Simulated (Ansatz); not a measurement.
# ZrC: how the settings move a single-point run

How sensitive is a single-point run of ZrC to its settings? A reference run comes first, then one run with altered input.

The COD entry's cell or inner coordinates are ideal or old and differ from later refinements, so a difference from it is no clean test against experiment.

Method: reference: DFT, PBE, all-electron LAPW, scalar-relativistic, in Ansatz 0.2.0.

## Step 1: Starting point

It takes space group Fm-3m (No. 225, cubic). The conventional cell has a = 4.730 Å, b = 4.730 Å, c = 4.730 Å, α = 90.00°, β = 90.00°, γ = 90.00°. Zr (site symmetry m-3m) has 6 C at 2.37 Å as nearest neighbours. Around C (site symmetry m-3m) lie 6 Zr at 2.37 Å.

Coordinates:

```cif
data_structure
_symmetry_space_group_name_H-M 'Fm-3m'
_symmetry_Int_Tables_number 225
_cell_length_a 4.7300
_cell_length_b 4.7300
_cell_length_c 4.7300
_cell_angle_alpha 90.000
_cell_angle_beta 90.000
_cell_angle_gamma 90.000
_cell_volume 105.82
loop_
_atom_site_label
_atom_site_type_symbol
_atom_site_symmetry_multiplicity
_atom_site_Wyckoff_symbol
_atom_site_fract_x
_atom_site_fract_y
_atom_site_fract_z
_atom_site_occupancy
Zr1 Zr 4 b 0.50000 0.00000 0.00000 1
C1 C 4 a 0.00000 0.00000 0.00000 1
```

## Step 2: The reference run

File input.yaml:

```yaml
crystal:
  lattice:
    - [0.0, 2.365, 2.365]
    - [2.365, 0.0, 2.365]
    - [2.365, 2.365, 0.0]
  atoms:
    - { symbol: Zr, position: [0.5, 0.5, 0.5] }
    - { symbol: C, position: [0.0, 0.0, 0.0] }
kpoints:
  mp_grid: { grid: [12, 12, 12] }
scf:
  occupations: { method: fermi_dirac, width: 0.05 }
  lower_state_search: "off"
hamiltonian:
  xc: pbe
  pseudopotentials: { kind: all_electron, lapw: { basis_error: 0.001 } }
output:
  forces: true
  stress: true
  eigenvalues: false
  populations: true
  dos: { projected: true, de: 0.1, e_range: [-8, 5] }
```

On the command line:

```sh
> ansatz run input.yaml --threads 1 --pin off --max-ram 3072MiB --backend cpu --events-out ev --progress --plain --runs-dir out
```

The main lines of its log:

```text
[...]
Basis set: ecut = 254.07267823057998 eV, 259 PW (Γ), exchange–correlation at level 2
[...]
k-points: 72 of 1728
[...]
SCF iter   1: F=—  HF=-98967.564832 eV  |F-HF|=—  |Δ(HF+E_count)|=         —  Δρ=1.20e-1  dr2=5.59e0  ethr=1.56e-2  ⟨swp⟩=2.0  Hψ=10154  notcnv=0
preconditioner: auto → none  [insulator: Δε(μ)=0.235 eV  Ē_g=18.214 eV  σ=0.050 eV  W_gap=0.60  n_scr=14 (ndim 8)  ℏωp=27.0 eV  f_vac=0.000  D(μ)=0.10/eV (n_scr^D=0)  ε∞_Penn≈3.2]
SCF iter   2: F=—  HF=-98967.062981 eV  |F-HF|=—  |Δ(HF+E_count)|=   5.02e-1  Δρ=8.84e-2  dr2=2.84e0  ethr=1.55e-2  ⟨swp⟩=2.9  Hψ=4613  notcnv=0
[...]
SCF iter   7: F=—  HF=-98965.690906 eV  |F-HF|=—  |Δ(HF+E_count)|=   3.28e-5  Δρ=8.64e-5  dr2=1.88e-6  ethr=5.43e-8  ⟨swp⟩=2.1  Hψ=4906  notcnv=0
SCF iter   8: F=-98965.690904 eV  HF=-98965.690904 eV  |F-HF|=5.59e-9  |Δ(HF+E_count)|=   2.76e-6  Δρ=3.99e-6  dr2=3.18e-9  ethr=5.22e-9  ⟨swp⟩=2.2  Hψ=4918  notcnv=0
[...]
SCF converged after 8 iterations
Free energy (F): -98965.690904 eV
[...]
E sigma→0 (E₀):  -98965.689443 eV
[...]
Fermi energy:    16.219132 eV
[...]
  P = ⅓ Tr σ = -2.8172 GPa (-28.172 kbar)
[...]
```

Wall time 11 s (1 thread of Arm Neoverse V1, shared host); peak memory 0.32 GiB.

## Step 3: Variant: mp_grid.grid [6, 6, 6], lower_state_search standard

Changes to input.yaml since step 2:

```diff
@@ -9,6 +9,6 @@
 kpoints:
-  mp_grid: { grid: [12, 12, 12] }
+  mp_grid: { grid: [6, 6, 6] }
 scf:
   occupations: { method: fermi_dirac, width: 0.05 }
-  lower_state_search: "off"
+  lower_state_search: standard
 hamiltonian:
@@ -21,2 +21 @@
   populations: true
-  dos: { projected: true, de: 0.1, e_range: [-8, 5] }
```

On the command line:

```sh
> ansatz run input.yaml --threads 1 --pin off --max-ram 3072MiB --backend cpu --events-out ev --progress --plain --runs-dir out
```

Log:

```text
settings of this run that can trade accuracy for cost: output.eigenvalues: false. Do not mix this run's numbers with those of runs without the same settings; the input reference describes each key
Zr: projections on atomic orbitals take those of the free atom 1s2 2s2 2p6 3s2 3p6 3d10 4s2 4p6 4d2 5s2, of charge +0.00 (hamiltonian.pseudopotentials.projection_atoms)
C: projections on atomic orbitals take those of the free atom 1s2 2s2 2p2, of charge +0.00 (hamiltonian.pseudopotentials.projection_atoms)
LAPW: plane waves up to 8.166 Å⁻¹, error target 1.0e-3 eV per atom; small_component_spin mean_spin; C in spheres of 1.050 Å, 6 of its electrons in bands, Dirac shells []; Zr in spheres of 1.315 Å, 30 of its electrons in bands, Dirac shells []
Engine: ansatz 0.2.0
Pseudopotentials: kind: all_electron
Pseudopotential: Zr, LAPW, valence charge 30, Koelling and Harmon's equation, gaussian nucleus
Pseudopotential: C, LAPW, valence charge 6, Koelling and Harmon's equation, gaussian nucleus
Functional definition: PBE
  parameter kappa = 0.804
  parameter beta = 0.06672455060314922
  exchange = pbe_x(kappa = kappa, mu = beta*pi^2/3)
  correlation = pbe_c(beta = beta)
Crystal: 2 atoms, lattice volume = 26.456 Å³
Basis set: ecut = 254.07267823057998 eV, 259 PW (Γ), exchange–correlation at level 2
Bands: 22, of which v1, the nominal top of the filled ones, is band 18 counted from 1 (17 counted from 0)
Symmetry: 48 space group operations
Space group: Fm-3m (ITA 225), of the structure as read, at distance tolerance 3.0e-5 Å
k-points: 16 of 216
Non-local potential: Zr, projectors of the file, none
Non-local potential: C, projectors of the file, none
Initial density: superposition of atomic densities (chi_scale 0.1, normalization cell, long waves kept (reshape's long-wave potential 0.00 eV rms))
Initial wavefunctions: plane waves of lowest kinetic energy (no species holds an atomic orbital)
Functional: x = pbe(κ = 0.804, μ = 0.2195149727645171), c = pbe(β = 0.06672455060314922)
iter 1 solved again at ethr=1.56e-2 eV; its pass at ethr=1.00e-1 eV (dr2=5.60e0 eV) is discarded
SCF iter   1: F=—  HF=-98967.556201 eV  |F-HF|=—  |Δ(HF+E_count)|=         —  Δρ=1.20e-1  dr2=5.60e0  ethr=1.56e-2  ⟨swp⟩=2.0  Hψ=2260  notcnv=0
preconditioner: auto → none  [insulator: Δε(μ)=0.444 eV  Ē_g=18.225 eV  σ=0.050 eV  W_gap=0.98  n_scr=14 (ndim 8)  ℏωp=27.0 eV  f_vac=0.000  D(μ)=0.02/eV (n_scr^D=0)  ε∞_Penn≈3.2]
SCF iter   2: F=—  HF=-98967.065172 eV  |F-HF|=—  |Δ(HF+E_count)|=   4.91e-1  Δρ=8.87e-2  dr2=2.86e0  ethr=1.56e-2  ⟨swp⟩=2.9  Hψ=1022  notcnv=0
iter 3 solved again at ethr=8.86e-5 eV; its pass at ethr=7.95e-3 eV (dr2=3.19e-2 eV) is discarded
SCF iter   3: F=—  HF=-98965.685614 eV  |F-HF|=—  |Δ(HF+E_count)|=    1.38e0  Δρ=1.15e-2  dr2=3.21e-2  ethr=8.86e-5  ⟨swp⟩=2.1  Hψ=1778  notcnv=0
SCF iter   4: F=—  HF=-98965.683210 eV  |F-HF|=—  |Δ(HF+E_count)|=         —  Δρ=3.26e-3  dr2=3.51e-3  ethr=8.86e-5  ⟨swp⟩=2.0  Hψ=1122  notcnv=0
the basis was enlarged: its passes take 200.0 KiB over the memory plan, 1 of 1 planned eigensolver slots
SCF iter   5: F=—  HF=-98965.682624 eV  |F-HF|=—  |Δ(HF+E_count)|=   5.86e-4  Δρ=1.43e-3  dr2=5.11e-4  ethr=9.76e-6  ⟨swp⟩=2.0  Hψ=1087  notcnv=0
SCF iter   6: F=—  HF=-98965.681743 eV  |F-HF|=—  |Δ(HF+E_count)|=   8.82e-4  Δρ=2.58e-4  dr2=1.84e-5  ethr=1.42e-6  ⟨swp⟩=2.1  Hψ=1087  notcnv=0
SCF iter   7: F=—  HF=-98965.681714 eV  |F-HF|=—  |Δ(HF+E_count)|=   2.83e-5  Δρ=8.25e-5  dr2=1.87e-6  ethr=5.12e-8  ⟨swp⟩=2.1  Hψ=1087  notcnv=0
SCF iter   8: F=-98965.681712 eV  HF=-98965.681712 eV  |F-HF|=5.24e-9  |Δ(HF+E_count)|=   2.32e-6  Δρ=3.79e-6  dr2=2.88e-9  ethr=5.19e-9  ⟨swp⟩=2.1  Hψ=1087  notcnv=0
SCF 1 converged in 8 iterations: F = -98965.681712 eV  dr2 = 2.88e-9
SCF converged after 8 iterations
Free energy (F): -98965.681712 eV
Harris-Foulkes:  -98965.681712 eV  (|F-HF|=5.24e-9)
Internal energy: -98965.679233 eV  (E = F + TS)
E sigma→0 (E₀):  -98965.680472 eV
Entropy (-TS):   -0.002479 eV (-1.240 meV/atom)
Fermi energy:    16.111431 eV
--- Per-component energies (eV) ---
  E_band       = -4576.485811
  E_kinetic    = 102182.954839
  E_xc         = -3258.151435
  E_electrostatic = -197890.482636  (all electrons and nuclei)
  E_smearing   = -0.002479  (= −TS)
  E_closure    = 0.000000  (closes the sum)
  E_atoms      = -98947.444364  (free atoms, spherical and without spin; not in F)
  Σ components = -98965.681712   (vs F -98965.681712, Δ=0.00e0)
  Basis errors (estimates in eV, not in F): energy 3.5e-4 per atom: plane waves 3.1e-4 (1.8e-4 summed), levels above the bands 4.6e-27, relativity 2.9e-8, radial functions 4.1e-5, core shells 1.4e-13; eigenvalues (radial functions only) 5.2e-6; not estimated: angular momenta, meshes, grids; target (lapw.basis_error) 1.0e-3; muffin-tin radii C 1.050 Å, Zr 1.315 Å
--- Forces (eV/Å), atoms counted from 1 ---
  atom   1  Zr    -0.00000000    -0.00000000     0.00000000
  atom   2  C     -0.00000000     0.00000000     0.00000000
  max |Σ_I F_I| component: 1.31e-31 eV/Å
--- Stress (GPa, compression-positive) ---
       -2.778782       0.000000       0.000000
        0.000000      -2.778782       0.000000
        0.000000       0.000000      -2.778782
  P = ⅓ Tr σ = -2.7788 GPa (-27.788 kbar)
--- Löwdin populations: 2 sites ---
  site symbol       q [e]
     0     Zr     39.2027
     1      C      6.7596
  spilling = 0.000819 (of n_electrons = 46.000000)
settings of this run that can trade accuracy for cost: output.eigenvalues: false. Do not mix this run's numbers with those of runs without the same settings; the input reference describes each key
```

Run time: 3.2 s. Hardware: 1 thread of Arm Neoverse V1, shared host; peak memory 0.23 GiB.

Changing the k-point mesh and search for lower states moves the energy by +4.6 meV/atom.

## Step 4: All runs together

```csv
run,ending,energy change,pressure (GPa),gap (eV),force (eV/Å),cycles,time
reference,converged,0,-2.8,0.00,0.00,8,11 s
"1: mp_grid.grid [6, 6, 6], lower_state_search standard",converged,+4.6 meV/atom,-2.8,0.00,0.00,8,3.2 s
```

Times don't compare one to one where runs were asked for different outputs or read a saved state (see the inputs); cycles may leave out searches for a lower state.

Residual by cycle in the longest SCF loop of each run; runs are numbered as in the table. The quantity is the density residual dr2, in eV.

```csv
cycle,reference,run 1
1,5.59,5.6
2,2.84,2.86
3,0.0276,0.0321
4,0.00424,0.00351
5,4.3e-4,5.1e-4
6,1.9e-5,1.8e-5
7,1.9e-6,1.9e-6
8,3.2e-9,2.9e-9
```

Changing the k-point mesh and search for lower states moves the energy by +4.6 meV/atom.
